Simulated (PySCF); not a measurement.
# Bi3N: relaxation and vibrations of the singlet

Aim: relax Bi3N as a singlet from a PBE0 minimum start, check by its vibrations whether the end is a minimum, and collect its spectrum and constants.

The runs use PySCF 2.14.0; PBE0, basis N def2-SVP, Bi def2-SVP with ECP60, scalar-relativistic core potentials, no spin–orbit coupling, density fitting.

### 1 The system as given

4 atoms, charge 0, spin multiplicity 1.

Bond lengths: N1–Bi2 2.287 Å, N1–Bi3 2.287 Å, N1–Bi4 2.287 Å, Bi2–Bi3 2.917 Å, Bi2–Bi4 2.917 Å, Bi3–Bi4 2.917 Å. Angles: Bi2–N1–Bi3 79.3°, Bi2–N1–Bi4 79.3°, Bi3–N1–Bi4 79.3°, N1–Bi2–Bi3 50.4°, N1–Bi2–Bi4 50.4°, Bi3–Bi2–Bi4 60.0°, N1–Bi3–Bi2 50.4°, N1–Bi3–Bi4 50.4°, Bi2–Bi3–Bi4 60.0°, N1–Bi4–Bi2 50.4°, N1–Bi4–Bi3 50.4°, Bi2–Bi4–Bi3 60.0°.

```xyz
4
charge 0 multiplicity 1
N     0.0000    0.0000   -1.5135
Bi    1.6844    0.0000    0.0337
Bi   -0.8422    1.4587    0.0337
Bi   -0.8422   -1.4587    0.0337
```

### 2 Finding the electronic state

The steps below are one call of a driver around PySCF. For each, scf.py gives the equivalent set-up of the SCF; relaxations use the driver's own optimiser. After this first run the driver tries any further starts and a stability analysis.

Contents of scf.py:

```python
from pyscf import gto, scf, dft
mol = gto.M(atom='''
N     -0.000001    -0.000000    -1.513456
Bi     1.684378     0.000011     0.033712
Bi    -0.842198     1.458708     0.033713
Bi    -0.842179    -1.458719     0.033714''',
    basis={'N': 'def2-SVP', 'Bi': 'def2-SVP'},
    ecp={'Bi': 'def2-SVP'},
    charge=0, spin=0)
mf = dft.RKS(mol, xc='PBE0')
mf.grids.atom_grid = (50, 194)
aux = {'N': 'def2-universal-JKFIT', 'Bi': 'def2-universal-JKFIT'}
mf = mf.density_fit(auxbasis=aux)
mf.conv_tol = 1e-08
mf.diis_space = 10
mf.max_cycle = 60
mf.init_guess = 'huckel'
mf.verbose = 4
mf.kernel()
```

Started as:

```sh
$ OMP_NUM_THREADS=2 python axn.py task.json out
```

The log of the run, cut to the lines that bear on the results:

```text
[... the frontier levels of the middle cycles are left out ...]
init E= -697.918878957255
cycle= 1 E= -693.798239252307  delta_E= 4.12  |g|= 2.94  |ddm|=  5.6
  HOMO = -0.339167250595533  LUMO = -0.261037104991146  gap/eV = 2.12603
cycle= 2 E= -677.32935823149  delta_E= 16.5  |g|= 6.88  |ddm|= 12.3
  HOMO = -0.210067419887679  LUMO = -0.173454806540395  gap/eV = 0.99628
cycle= 3 E= -694.692820272945  delta_E= -17.4  |g|= 3.53  |ddm|= 10.2
cycle= 4 E= -697.364417286539  delta_E= -2.67  |g|=    2  |ddm|= 1.98
cycle= 5 E= -698.27583148124  delta_E= -0.911  |g|=    1  |ddm|= 1.61
cycle= 6 E= -698.395984774301  delta_E= -0.12  |g|= 0.644  |ddm|= 1.73
cycle= 7 E= -698.548751442852  delta_E= -0.153  |g|= 0.261  |ddm|= 1.39
cycle= 8 E= -698.575626787972  delta_E= -0.0269  |g|= 0.0485  |ddm|= 0.477
cycle= 9 E= -698.576428315889  delta_E= -0.000802  |g|= 0.0171  |ddm|= 0.0958
cycle= 10 E= -698.576514185284  delta_E= -8.59e-05  |g|= 0.00262  |ddm|= 0.0179
cycle= 11 E= -698.576515586626  delta_E= -1.4e-06  |g|= 0.00144  |ddm|= 0.00503
cycle= 12 E= -698.576516324301  delta_E= -7.38e-07  |g|= 0.000709  |ddm|= 0.00353
cycle= 13 E= -698.576516555878  delta_E= -2.32e-07  |g|= 6.27e-05  |ddm|= 0.00129
cycle= 14 E= -698.57651655907  delta_E= -3.19e-09  |g|= 2.41e-05  |ddm|= 0.000226
  HOMO = -0.216919853189531  LUMO = -0.0629478889365743  gap/eV = 4.18979
Extra cycle  E= -698.576516558695  delta_E= 3.75e-10  |g|= 4.98e-05  |ddm|= 7.73e-05
converged SCF energy = -698.576516558695
```

This step, with its further starts and checks, ran for 13 s (2 threads of Arm Neoverse N1, shared host).

The test of internal stability found no lower closed-shell solution.

### 3 Relaxing the singlet from the PBE0 minimum start

The program finds C3v symmetry in the start, which this walk keeps.

Edit scf.py of step 2 so:

```diff
@@ -3,4 +3,4 @@
-N     -0.000001    -0.000000    -1.513456
-Bi     1.684378     0.000011     0.033712
-Bi    -0.842198     1.458708     0.033713
-Bi    -0.842179    -1.458719     0.033714''',
+N     -0.000001    -0.000000    -1.513367
+Bi     1.684377     0.000011     0.033801
+Bi    -0.842198     1.458708     0.033802
+Bi    -0.842179    -1.458719     0.033803''',
@@ -17 +16,0 @@
-mf.init_guess = 'huckel'
```

Energy and gradient, step by step:

```csv
step,energy (Eh),change (kJ/mol),largest symmetric gradient (Eh/bohr)
0,-698.576517,0.00,0.00008
```

The walk took 6.4 s.

Geometry (Å) and forces (eV/Å) at some steps:

```
step 0
N    0.000   0.000  -1.513   0.000   0.000  -0.004
Bi   1.684   0.000   0.034  -0.004   0.000   0.003
Bi  -0.842   1.459   0.034   0.002   0.000   0.001
Bi  -0.842  -1.459   0.034   0.002   0.000   0.001
```

End point (C3v, 0 steps, 0.0 kJ/mol gained): Bi–Bi 2.917 Å (×3), N–Bi 2.287 Å (×3); Bi–Bi–Bi 60.0° (×3), Bi–Bi–N 50.4° (×6), Bi–N–Bi 79.3° (×3).

### 4 Frequencies

The point is checked on the finer grid, and tightened if its gradient asks for it. The Hessian and the dipole derivatives come from central differences of analytic gradients, with steps of 0.02 bohr.

Edit scf.py of step 3 so:

```diff
@@ -11 +11 @@
-mf.grids.atom_grid = (50, 194)
+mf.grids.atom_grid = (75, 302)
@@ -14 +14 @@
-mf.conv_tol = 1e-08
+mf.conv_tol = 1e-10
```

This SCF starts from the last density.

Log of the central SCF (cycles and frontier levels):

```text
init E= -698.57632497195
  HOMO = -0.216927722754896  LUMO = -0.0629528238213133  gap/eV = 4.18987
cycle= 1 E= -698.576324970528  delta_E= 1.42e-09  |g|= 6.39e-05  |ddm|= 0.000138
  HOMO = -0.216923428009485  LUMO = -0.0629532890625777  gap/eV = 4.18974
cycle= 2 E= -698.576324959849  delta_E= 1.07e-08  |g|= 0.000182  |ddm|= 0.00035
  HOMO = -0.216927609151073  LUMO = -0.0629512603283122  gap/eV = 4.18991
cycle= 3 E= -698.576324971791  delta_E= -1.19e-08  |g|= 3.72e-05  |ddm|= 0.000241
  HOMO = -0.216927532654887  LUMO = -0.0629512313756408  gap/eV = 4.18991
cycle= 4 E= -698.576324972211  delta_E= -4.2e-10  |g|= 1.96e-07  |ddm|= 3.94e-05
  HOMO = -0.21692751005399  LUMO = -0.0629512128188195  gap/eV = 4.18991
cycle= 5 E= -698.57632497221  delta_E= 1.36e-12  |g|= 2.05e-08  |ddm|= 3.56e-07
  HOMO = -0.216927511914292  LUMO = -0.062951213795481  gap/eV = 4.18991
Extra cycle  E= -698.576324972212  delta_E= -2.73e-12  |g|= 1.99e-08  |ddm|= 8.54e-08
converged SCF energy = -698.576324972212
```

The whole step took 62 s.

Geometry: C3v; Bi–Bi 2.917 Å (×3), N–Bi 2.287 Å (×3); Bi–Bi–Bi 60.0° (×3), Bi–Bi–N 50.4° (×6), Bi–N–Bi 79.3° (×3).

Harmonic modes (main isotopes):

| symmetry | ω (cm⁻¹) | IR (km/mol) |
| --- | --- | --- |
| e | 132 | 0.7 |
| a1 | 177 | 1.5 |
| e | 386 | 1.7 |
| a1 | 548 | 32.6 |

All wavenumbers are real: a minimum.

Constants and moments:

* Dipole moment: 1.98 D
* Highest occupied level: -5.90 eV
* Lowest empty level: -1.71 eV
* Rotational constants: 0.01828, 0.01828, 0.009477 cm⁻¹
* Zero-point energy: 10.5 kJ/mol
* Principal polarisabilities: 74.3, 161.4, 161.4 bohr³
* Atomisation energy without zero-point energy: 675 kJ/mol
* Principal traceless quadrupole moments about the centre of mass: -11.84, 5.92, 5.92 D Å
* Entropy at 298.15 K and 1 bar: 361.8 J/(mol K)
* Heat capacity Cp at 298.15 K: 74.5 J/(mol K)
* Enthalpy at 298.15 K above 0 K: 17.23 kJ/mol
* Rotational symmetry number: 3

Populations by atom (charges in e):

| atom | Mulliken | Löwdin | polar tensor | Mayer order to N1 |
| --- | --- | --- | --- | --- |
| N1 | -0.62 | -0.51 | -0.31 | – |
| Bi2,3,4 | 0.21 | 0.17 | 0.10 | 0.93 |

Mulliken populations on N1: s 3.96, p 3.65, d 0.01.

### 5 Outcome

```
                                 quantity                                                                                               value
                                  minimum                                                                                        singlet, C3v
                                 geometry  Bi–Bi 2.917 Å (×3), N–Bi 2.287 Å (×3); Bi–Bi–Bi 60.0° (×3), Bi–Bi–N 50.4° (×6), Bi–N–Bi 79.3° (×3)
                       wavenumbers (cm⁻¹)                                                                132 (e), 177 (a1), 386 (e), 548 (a1)
                            dipole moment                                                                                              1.98 D
     highest occupied, lowest empty level                                                                                     -5.90, -1.71 eV
                polar-tensor charge of N1                                                                                             -0.31 e
                        zero-point energy                                                                                         10.5 kJ/mol
                      entropy at 298.15 K                                                                                     361.8 J/(mol K)
atomisation energy (no zero-point energy)                                                                                          675 kJ/mol
```

**Reading.** The PBE0 minimum start keeps its C3v symmetry and ends in a minimum. In the infrared the band at 548 cm⁻¹ (a1) leads. Only this shape and spin were tried, so other structures or states may lie lower. With an element this heavy the missing spin–orbit coupling can shift these numbers.

The search up to here took 82 s.
